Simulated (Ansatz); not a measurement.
This script for Ansatz's Python interface starts 6 runs on Ge, space group P6_3/mmc. What input does the engine get in each?

Script `run_kconv.py`:
```python
"""k-point test for Ge."""

import warnings

import ansatz as az
import matplotlib.pyplot as plt


def main() -> None:
    warnings.simplefilter("ignore", az.DeckWarning)

    lattice = az.Lattice.of(
        (3.99759, 0.0, 0.0),
        (-1.99879, 3.46201, 0.0),
        (0.0, 0.0, 6.59938),
    )
    sites = [
        ("Ge", (2 / 3, 1 / 3, 0.0629)),
        ("Ge", (1 / 3, 2 / 3, 0.5629)),
        ("Ge", (2 / 3, 1 / 3, 0.4371)),
        ("Ge", (1 / 3, 2 / 3, 0.9371)),
    ]
    xtal = az.Crystal(lattice=lattice)
    for symbol, position in sites:
        xtal = xtal.atom(symbol, position)

    job = xtal.calculation()
    job = job.occupations("fermi_dirac")
    job = job.functional("r2scan")

    rows = []
    for value in [(2, 2, 1), (3, 3, 2), (4, 4, 2), (5, 5, 3), (7, 7, 4), (8, 8, 4)]:
        report = job.kpoints(mesh=value).run().report
        rows.append((value, report["free_energy_ev"] / len(report["lattice"]["sites"]), report["n_iterations"], report["n_kpoints"]))

    print("        mesh   F/atom (eV)    iterations      k-points")
    for row in rows:
        print(f"{str(row[0]):>12s}  {row[1]:12.5f}  {row[2]:12d}  {row[3]:12d}")

    # the last row is the reference
    for row in rows[:-1]:
        shift = 1000 * (row[1] - rows[-1][1])
        print(f"{row[0]}: {shift:+.2f} meV/atom" + ("  (within 1 meV)" if abs(shift) < 1 else ""))
    plt.figure(figsize=(4.5, 3))
    plt.plot([str(row[0]) for row in rows], [1000 * (row[1] - rows[-1][1]) for row in rows], "o-")
    plt.xlabel("mesh")
    plt.ylabel("F - F(last) (meV/atom)")
    plt.tight_layout()
    plt.savefig("kconv.png", dpi=100)


if __name__ == "__main__":
    main()
```

Run 1:
```yaml
crystal:
  lattice:
    - [3.99759, 0.0, 0.0]
    - [-1.99879, 3.46201, 0.0]
    - [0.0, 0.0, 6.59938]
  atoms:
    - { symbol: Ge, position: [0.6666666666666666, 0.3333333333333333, 0.0629] }
    - { symbol: Ge, position: [0.3333333333333333, 0.6666666666666666, 0.5629] }
    - { symbol: Ge, position: [0.6666666666666666, 0.3333333333333333, 0.4371] }
    - { symbol: Ge, position: [0.3333333333333333, 0.6666666666666666, 0.9371] }
kpoints:
  mp_grid:
    grid: [2, 2, 1]
hamiltonian:
  xc: r2scan
scf:
  occupations:
    method: fermi_dirac
```

Run 2, against run 1:
```diff
-    grid: [2, 2, 1]
+    grid: [3, 3, 2]
```

Run 3, against run 1:
```diff
-    grid: [2, 2, 1]
+    grid: [4, 4, 2]
```

Run 4, against run 1:
```diff
-    grid: [2, 2, 1]
+    grid: [5, 5, 3]
```

Run 5, against run 1:
```diff
-    grid: [2, 2, 1]
+    grid: [7, 7, 4]
```

Run 6, against run 1:
```diff
-    grid: [2, 2, 1]
+    grid: [8, 8, 4]
```

Output of `python run_kconv.py`:
```text
        mesh   F/atom (eV)    iterations      k-points
   (2, 2, 1)   -4302.20076             7             2
   (3, 3, 2)   -4302.70821             6             6
   (4, 4, 2)   -4302.83553             6             8
   (5, 5, 3)   -4302.86406             7            10
   (7, 7, 4)   -4302.88567             7            24
   (8, 8, 4)   -4302.88786             7            30
(2, 2, 1): +687.10 meV/atom
(3, 3, 2): +179.65 meV/atom
(4, 4, 2): +52.33 meV/atom
(5, 5, 3): +23.80 meV/atom
(7, 7, 4): +2.19 meV/atom
```

Notes:
- This isn't the structure that Ge takes at ambient conditions.
- Shifts are counted from the finest mesh, which is itself no proven limit.
- By the engine's processor time: 24 s on 1 thread of Intel(R) Xeon(R) Processor @ 2.30GHz, with other jobs on the host, peak memory 0.73 GiB.
